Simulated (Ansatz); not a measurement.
BrF, a test of scalar relativity

Computed with the Python package of Ansatz (0.2.0).

Notebook, run cell by cell (the value of a cell's last expression is shown):

In [1]:
```python
import ansatz as az
from ase import Atoms
import numpy as np
```

In [2]:
```python
atoms = Atoms(['Br', 'F'], positions=[
    (0.0, 0.0, 0.0),
    (0.0, 0.0, 1.73),
])
mol = az.Crystal.molecule_from_ase(atoms)
```

In [3]:
```python
job = mol.calculation().functional('b3lyp').accuracy('medium').scf(lower_state_search='off').forces()
# a set contracted for a scalar-relativistic Hamiltonian goes with the relativistic run
sets = {'none': 'cc-pVTZ', 'scalar': 'cc-pVTZ-DK'}
found = {kind: job.basis(gaussian=basis).pseudopotentials(relativity=kind).run(threads=1).report for kind, basis in sets.items()}
for kind, each in found.items():
    dipole = 4.803205 * np.linalg.norm(each['charge_distribution']['dipole_moment_e_ang'])
    print(f'{kind:7s} E = {each["free_energy_ev"]:.4f} eV  dipole {dipole:.3f} D  largest force component {np.abs(each["forces_ev_ang"]).max():.4f} eV/A')
print(f'relativity lowers the total energy by {found["none"]["free_energy_ev"] - found["scalar"]["free_energy_ev"]:.3f} eV')
```
```text
none    E = -72764.5187 eV  dipole 1.299 D  largest force component 1.2569 eV/A
scalar  E = -73640.0783 eV  dipole 1.362 D  largest force component 1.3017 eV/A
relativity lowers the total energy by 875.560 eV
```

The total moves by -875.6 eV, nearly all in the cores, and the dipole from 1.30 to 1.36 D.

The settings weren't tested for convergence. The geometry is a force-field or estimated start, not a minimum of this method. The basis set changes with the Hamiltonian (a set recontracted for scalar relativity), and most of the change in the total lies in the cores. b3lyp holds the VWN-RPA fit, as in Gaussian; the form of ORCA and Turbomole is b3lyp5. The spin state was assumed, and another may lie lower. Timing: 1.9 s on 1 thread of Arm Neoverse V2, on a shared host, peak memory 0.19 GiB.
